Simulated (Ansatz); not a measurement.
# ScBi2: the cost of one run

Method: DFT PBE, scalar-relativistic, plane waves, PAW, in Ansatz 0.2.0.

## 1. The starting structure

The structure is hexagonal, space group P6/mmm (No. 191). Conventional cell: a = 4.328 Å, b = 4.328 Å, c = 4.673 Å, α = 90.00°, β = 90.00°, γ = 120.00°. Around Sc (site symmetry 6/mmm) lie 12 Bi at 3.42 Å. Around Bi (site symmetry -6m2) lie 3 Bi at 2.50 Å.

Coordinates:

```cif
data_structure
_symmetry_space_group_name_H-M 'P 1'
_symmetry_Int_Tables_number 1
_cell_length_a 4.3277
_cell_length_b 4.3277
_cell_length_c 4.6728
_cell_angle_alpha 90.000
_cell_angle_beta 90.000
_cell_angle_gamma 120.000
_cell_volume 75.79
loop_
_atom_site_label
_atom_site_type_symbol
_atom_site_fract_x
_atom_site_fract_y
_atom_site_fract_z
_atom_site_occupancy
Sc1 Sc 0.00000 0.00000 0.00000 1
Bi1 Bi 0.33333 0.66667 0.50000 1
Bi2 Bi 0.66667 0.33333 0.50000 1
```

(A quick probe on a coarse mesh, which set the mesh and smearing, is not shown.)

## 3. Rough relaxation on the coarse mesh

input.yaml

```yaml
crystal:
  lattice:
    - [4.327739808, 0.0, 0.0]
    - [-2.163869904, 3.7479326147, 0.0]
    - [0.0, 0.0, 4.6728087628]
  atoms:
    - { symbol: Sc, position: [0.0, 0.0, 0.0] }
    - { symbol: Bi, position: [0.3333333333, 0.6666666667, 0.5] }
    - { symbol: Bi, position: [0.6666666667, 0.3333333333, 0.5] }
basis:
  ecutwfc: 420
kpoints:
  mp_grid: { grid: [6, 6, 4] }
hamiltonian:
  xc: pbe
scf:
  occupations: { method: gaussian, width: 0.1 }
  lower_state_search: "off"
output:
  forces: true
  stress: true
  eigenvalues: true
relax:
  adjacent_minimum: "off"
  f_tol: 0.04
  max_steps: 70
  cell: { stress_tol: 0.4 }
```

The run is started by

```
$ ansatz run input.yaml --threads 1 --pin off --max-ram 2560MiB --backend cpu --events-out ev --progress --plain --runs-dir out
```

What time and memory should one allow on 1 thread of Arm Neoverse V1, shared host?

About 40 s, with a peak of 0.38 GiB.
